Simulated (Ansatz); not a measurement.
# CsLiCr2Te2S3 in Ansatz: the effect of functional

CsLiCr2Te2S3:

```
Cs Li Cr Te S
1.0
     7.05684    0.00000    0.00788
     0.00000    3.98060    0.00000
    -2.68302    0.00000    8.67869
Cs Li Cr Te S
1 1 2 2 3
Direct
  0.07739 0.00000 0.37706
  0.86424 0.50000 0.78883
  0.12646 0.00000 0.94616
  0.59290 0.50000 0.97165
  0.50838 0.00000 0.15270
  0.55612 0.00000 0.74893
  0.87426 0.00000 0.68502
  0.25176 0.50000 0.84402
  0.96294 0.50000 0.05357
```

The cell was built by a generator and needn't be a form met in nature.

Alike in all runs:

| Property | Result |
| --- | --- |
| Program | Ansatz 0.2.0 |
| Task | band structure |
| Potentials or basis | Ansatz PAW |
| k mesh | 4 × 7 × 3 |
| Occupations | fermi-dirac, width 0.05 eV |
| Spin | collinear spin, ferromagnetic start |
| Starting moments | [0.0, 0.0, 3.0, 3.0, 0.0, 0.0, 0.0, 0.0, 0.0] μB |

Problem. One run gave: gap on the mesh 0.43 eV; pressure -2.2 GPa; largest force 0.33 eV/Å. Which functional did it use?
A. r2SCAN
B. PBEsol
C. RPBE
D. PBE
E. BLYP

Solution. B.

| functional | cutoff | gap on the mesh (eV) | pressure (GPa) | largest force (eV/Å) |
| --- | --- | --- | --- | --- |
| PBE | 420 eV | 0.48 | 0.0 | 0.01 |
| revPBE | 420 eV | 0.49 | 1.4 | 0.12 |
| PBEsol | 420 eV | 0.43 | -2.2 | 0.33 |
| RPBE | 420 eV | 0.50 | 1.8 | 0.16 |
| r2SCAN | 500 eV | 0.64 | -0.1 | 0.33 |
| LDA | 420 eV | 0.40 | -4.0 | 0.55 |
| BLYP | 420 eV | 0.53 | 2.8 | 0.38 |

Caveats: spin-orbit coupling is left out, which moves the levels of the heavy elements; only a ferromagnetic start was run, and an antiferromagnetic order may lie lower in energy; the PAW data sets come from PBE, with cores solved anew for the run's functional, which leaves a small shift of forces and pressure (some runs); the potentials were made for another functional, which shifts forces and pressure (some runs); the magnetic or orbital state may not be the lowest (some runs).

A k mesh can miss the band edges.

Not every run made on this cell is shown here.
